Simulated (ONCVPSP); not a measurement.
**Cs: generating and testing an ONCV potential**

Do these settings give a usable potential? It is generated, then checked for transferability, scattering, ghosts and hardness.

Program: ONCVPSP 4.0.1. Reference atom: Wu-Cohen, scalar-relativistic, spherical and spin-unpolarised. All values are calculated.

1 further run of the same task is left out (it didn't finish).

## Step 1: Settings

The settings as typed:

| Item | Value |
| --- | --- |
| element | caesium (Cs, Z = 55) |
| type | optimised norm-conserving Vanderbilt (ONCV) |
| frozen core | [Kr] 4d10 |
| valence charge | 9 |
| reference configuration | 5s2 5p6 6s1 |
| partial waves | 5s+6s: rc 2.65 bohr, ncon 4, nbas 7, qcut 5.2 1/bohr, 2 projectors; 5p: rc 2.40 bohr, ncon 3, nbas 6, qcut 6.5 1/bohr, 2 projectors, debl 2.5 Ha; d scattering state at 0.06 Ha: rc 2.70 bohr, ncon 4, nbas 8, qcut 3.4 1/bohr, 2 projectors, debl 0.6 Ha |
| local potential | polynomial inside 2.05 bohr (lpopt 3, dvloc0 4.5 Ha) |
| core correction | not asked for |

The outer shells as boxes (Hund's rule for the drawing; the calculation is spin-unpolarised):

```
[Kr] core
4d [↑↓][↑↓][↑↓][↑↓][↑↓]
5s [↑↓]
5p [↑↓][↑↓][↑↓]
6s [↑ ]
```

The nodes and maxima of the atom's own shells, from an earlier all-electron run, set the scale for the radii.

All-electron outer shells of the reference configuration (Wu-Cohen, scalar-relativistic, ld1.x):

| shell | level (eV) | outermost node (bohr) | outermost maximum (bohr) |
| --- | --- | --- | --- |
| 5s | -26.82 | 0.82 | 1.54 |
| 5p | -13.57 | 0.89 | 1.79 |
| 6s | -2.04 | 2.11 | 4.92 |
| 6p | -0.71 | 2.61 | 6.55 |
| 5d | -0.35 | 1.06 | 3.30 |

## Step 2: Generating the potential

Input file Cs.dat:

```
# ATOM AND REFERENCE CONFIGURATION
# atsym  z   nc   nv     iexc    psfile
  Cs 55.00    9    3  -118130      upf
#
#   n    l    f
    1    0    2.00
    2    0    2.00
    2    1    6.00
    3    0    2.00
    3    1    6.00
    3    2   10.00
    4    0    2.00
    4    1    6.00
    4    2   10.00
    5    0    2.00
    5    1    6.00
    6    0    1.00
#
# PSEUDOPOTENTIAL AND OPTIMIZATION
# lmax
    2
#
#   l,   rc,      ep,       ncon, nbas, qcut
    0    2.65    0.00    4    7    5.20
    1    2.40    0.00    3    6    6.50
    2    2.70    0.06    4    8    3.40
#
# LOCAL POTENTIAL
# lloc, lpopt,  rc(5),   dvloc0
    4    3    2.05    4.50
#
# VANDERBILT-KLEINMAN-BYLANDER PROJECTORs
# l, nproj, debl
    0    2    3.40
    1    2    2.50
    2    2    0.60
#
# MODEL CORE CHARGE
# icmod, fcfact, rcfact
    0    0.00    0.00
#
# LOG DERIVATIVE ANALYSIS
# epsh1, epsh2, depsh
   -2.00    5.00    0.02
#
# OUTPUT GRID
# rlmax, drl
    6.00    0.01
#
# TEST CONFIGURATIONS
# ncnf
    4
# nvcnf
#   n    l    f
    3
    5    0    2.00
    5    1    6.00
    6    0    0.00
#
    3
    5    0    2.00
    5    1    6.00
    6    0    0.50
#
    4
    5    0    2.00
    5    1    6.00
    6    0    0.00
    6    1    1.00
#
    3
    5    0    2.00
    5    1    5.00
    6    0    1.00
#
```

On the command line:

```
$ oncvpsp.x < Cs.dat > Cs.out
```

Before running it: what results should come out? Wanted: cutoffs for 1 and 0.1 mHa per electron, occupied waves; bound ghosts; GHOST(+) flags; largest test error; largest phase difference near zero energy, channels read; projector energies reset by the program.

As calculated:

| quantity | value |
| --- | --- |
| cutoffs for 1 and 0.1 mHa per electron, occupied waves | 12 Ha and 14 Ha |
| bound ghosts | none found |
| GHOST(+) flags | none at low energy (1 near or above the test basis's cutoff) |
| largest test error (AE − PS) | -4.2 meV, for 5s2 5p5 6s1 |
| largest phase difference near zero energy, channels read | 0.000 rad |
| projector energies reset by the program | d: 0.050, 0.650 Ha |

The worst unpolarised test, 5s2 5p5 6s1, is off by 4.2 meV on 17.9 eV; by total energies transferability rates as very good. The potential is soft on the atom at that tolerance: the looser tolerance needs 12 Ha. At the looser tolerance the 5p wave is the slowest; 5s needs 8 Ha. The program's ghost test flags no bound state. Near zero energy the phases of the channels with partial waves agree within 0.001 rad. These are tests on the free atom; a crystal test is still owed.
